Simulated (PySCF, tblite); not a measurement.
**C₃H₅BO+ (doublet): geometry, infrared bands and EPR parameters**

What infrared bands and EPR parameters should C₃H₅BO+ (doublet) (`[CH+]=[C]BOC`) show?

Computed with tblite 0.8.0 and PySCF 2.14.0, with density-fitted response routines of our own, on a single molecule in the gas phase. Atoms are numbered from 0 throughout.

## (1) The molecule as given

10 atoms, charge 1, multiplicity 2; geometry from: force field or distance geometry start.

Bonds of the start (Å): C0–C1 1.31, C1–B2 1.55, B2–O3 1.48, O3–C4 1.40, C0–H5 1.05, B2–H6 1.19, C4–H7 1.12, C4–H8 1.12, C4–H9 1.11.

## (2) Geometry optimisation with GFN2-xTB

What the job is given:

```
{"job": {"kind": "relax", "xc": "GFN2-xTB", "basis": "xTB"}, "charge": 1, "multiplicity": 2}
C      2.684500     0.004000     0.376400
C      1.442900    -0.220500     0.745500
B      0.362400    -0.603900    -0.292800
O     -1.024900    -0.872700     0.133800
C     -1.769100     0.311300     0.080700
H      3.666200     0.194000     0.067800
H      0.635400    -0.697400    -1.444400
H     -1.356600     1.095500     0.765800
H     -1.821700     0.698100    -0.969100
H     -2.810200     0.096200     0.404400
```

On the command line:

```console
> OMP_NUM_THREADS=1 python probes_run.py task.json out
```

One launch serves the whole session: the jobs run in the order shown.

**Question.** This job is followed by: GFN2-xTB harmonic vibrations, gas phase; UKS B3LYP, pcH-1 on B C H O, non-relativistic, mean-field spin-orbit, GIAO. Predict these results of the whole session: strongest single infrared mode (GFN2-xTB); zero-point energy (GFN2-xTB); g(iso) (B3LYP); ⟨S²⟩; largest a(iso) (averaged by class).

**Answer**, as computed:

| quantity | value |
| --- | --- |
| strongest single infrared mode (GFN2-xTB) | 3285 cm⁻¹, 211 km/mol |
| zero-point energy (GFN2-xTB) | 43.0 kcal/mol |
| g(iso) (B3LYP) | 2.00325 |
| ⟨S²⟩ | 0.756 (exact 0.75) |
| largest a(iso) (averaged by class) | 1H on H6, 556.4 MHz |

**Reading.** The optimisation took 69 steps and gained 2.446 eV; among the close pairs (by a distance rule), B2–O3 changed most, from 1.476 to 1.261 Å. All 24 modes are real, so the xTB geometry is a minimum. The strongest single mode, at 3285 cm⁻¹, moves mainly H5. GFN2-xTB is a fitted tight-binding method: band positions and strengths are rough. Its intensities can rank the bands wrongly. The largest spin populations lie on C0 (0.27 e), H6 (0.24 e), O3 (0.24 e). The isotropic g lies 0.9 ppt above the free-electron value. These values are for one conformer; the search (at its own cheap level) found 2 more, at 0.01, 0.06 kcal/mol (those within 0.05 may be mirror or relabelled copies), and measured spectra average over such forms.
